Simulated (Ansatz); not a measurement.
# Au (fcc): the cost of one run

Method: DFT r2SCAN, scalar-relativistic, plane waves, PAW, in Ansatz 0.2.0.

### Step 1. The structure to begin with

The structure is cubic, space group Fm-3m (No. 225). Conventional cell: a = 4.118 Å, b = 4.118 Å, c = 4.118 Å, α = 90.00°, β = 90.00°, γ = 90.00°. Au (site symmetry m-3m) has 12 Au at 2.91 Å as nearest neighbours.

Structure file:

```cif
data_structure
_symmetry_space_group_name_H-M 'P 1'
_symmetry_Int_Tables_number 1
_cell_length_a 2.9121
_cell_length_b 2.9121
_cell_length_c 2.9121
_cell_angle_alpha 60.000
_cell_angle_beta 60.000
_cell_angle_gamma 60.000
_cell_volume 17.46
loop_
_atom_site_label
_atom_site_type_symbol
_atom_site_fract_x
_atom_site_fract_y
_atom_site_fract_z
_atom_site_occupancy
Au1 Au 0.00000 0.00000 0.00000 1
```

### Step 2. Volume × 1.03

Input file input.yaml:

```yaml
crystal:
  lattice:
    - [0.0, 2.0591894318, 2.0591894318]
    - [2.0591894318, 0.0, 2.0591894318]
    - [2.0591894318, 2.0591894318, 0.0]
  atoms:
    - { symbol: Au, position: [0.0, 0.0, 0.0] }
scf:
  occupations: { method: gaussian, width: 0.05 }
output:
  forces: true
  stress: true
  eigenvalues: true
  write_density: true
  write_potential: true
  elf: true
  volumetric_format: npy
hamiltonian:
  xc: r2scan
basis:
  ecutwfc: 450
kpoints:
  mp_grid: { grid: [22, 22, 22] }
```

Launch:

```bash
ansatz run input.yaml --threads 1 --pin off --max-ram 2867MiB --backend cpu --events-out ev --progress --plain --runs-dir out
```

What time and memory should one allow on 1 thread of Intel Xeon at 2.30GHz, shared host?

About 6.8 s, with a peak of 0.47 GiB.
